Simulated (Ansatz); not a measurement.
# H₇NSeSi₂: how energies converge with the basis set

An exercise on one series of results from a longer session: the logs are not shown, and one member is left open.

Program: Ansatz 0.2.0, Gaussian basis. Level of theory: one geometry, several basis sets. These are calculated values, not measurements.

Plan: PBE0-D4/def2-SVP; ωB97M-V/def2-SVP; PBE0-D4/def2-QZVPP; ωB97M-V/def2-QZVPP; the functionals' def2-TZVPP values are taken from earlier runs.

**The relaxed structure**

All runs share one geometry, relaxed beforehand with PBE0-D4 in a triple-zeta def2 set.

SMILES `N[SiH]([SiH3])[SeH]`, 11 atoms, charge 0, spin multiplicity 1.

Atoms are counted from 1 here; the program's logs count them from 0.

Bond lengths: N1–Si2 1.711 Å, N1–H5 1.006 Å, N1–H6 1.007 Å, Si2–Si3 2.339 Å, Si2–Se4 2.292 Å, Si2–H7 1.493 Å, Si3–H8 1.487 Å, Si3–H9 1.487 Å, Si3–H10 1.492 Å, Se4–H11 1.468 Å. Angles: Si2–N1–H5 121.7°, Si2–N1–H6 121.7°, H5–N1–H6 112.5°, N1–Si2–Si3 108.2°, N1–Si2–Se4 106.6°, N1–Si2–H7 116.3°, Si3–Si2–Se4 110.9°, Si3–Si2–H7 110.2°, Se4–Si2–H7 104.5°, Si2–Si3–H8 109.1°, Si2–Si3–H9 109.9°, Si2–Si3–H10 111.7°, H8–Si3–H9 109.2°, H8–Si3–H10 108.5°, H9–Si3–H10 108.4°, Si2–Se4–H11 92.7°.

Set-up of the first run:

in.yaml

```yaml
crystal:
  periodic: [false, false, false]
  atoms:
    - {symbol: N, position_ang: [-0.740990, 1.579690, -0.578794]}
    - {symbol: Si, position_ang: [0.039708, 0.057861, -0.615538]}
    - {symbol: Si, position_ang: [0.706583, -0.475626, 1.561801]}
    - {symbol: Se, position_ang: [-1.503055, -1.450609, -1.390029]}
    - {symbol: H, position_ang: [-0.492895, 2.284299, 0.094893]}
    - {symbol: H, position_ang: [-1.184143, 1.966540, -1.396096]}
    - {symbol: H, position_ang: [1.193307, -0.071162, -1.554593]}
    - {symbol: H, position_ang: [1.487940, -1.740710, 1.536173]}
    - {symbol: H, position_ang: [-0.489431, -0.657954, 2.426777]}
    - {symbol: H, position_ang: [1.559226, 0.594024, 2.156402]}
    - {symbol: H, position_ang: [-0.510648, -2.143452, -2.220397]}
basis:
  gaussian: {orbitals: def2-SVP}
hamiltonian: {xc: pbe0, dispersion: d4}
output: {orbitals: {seedname: orbitals}}
```

Among the steps run: PBE0-D4 in def2-SVP; ωB97M-V in def2-SVP; PBE0-D4 in def2-QZVPP; ωB97M-V in def2-QZVPP.

One table of the session follows, with a row left open; its other results are not shown here.

It belongs to the step «Functionals by basis». 

| functional | basis | HOMO (eV) | LUMO (eV) |
| --- | --- | --- | --- |
| PBE0-D4 | def2-SVP | -6.65 | 0.00 |
| PBE0-D4 | def2-TZVPP | ? | ? |
| PBE0-D4 | def2-QZVPP | -6.81 | -0.40 |
| ωB97M-V | def2-SVP | -8.73 | 1.88 |
| ωB97M-V | def2-TZVPP | -8.89 | 1.43 |
| ωB97M-V | def2-QZVPP | -8.91 | 1.14 |

Estimate the missing values for PBE0-D4, def2-TZVPP.

The run gave: HOMO (eV): -6.79; LUMO (eV): -0.30. In the column «HOMO (eV)» it lies between PBE0-D4, def2-QZVPP (-6.81) and PBE0-D4, def2-SVP (-6.65).
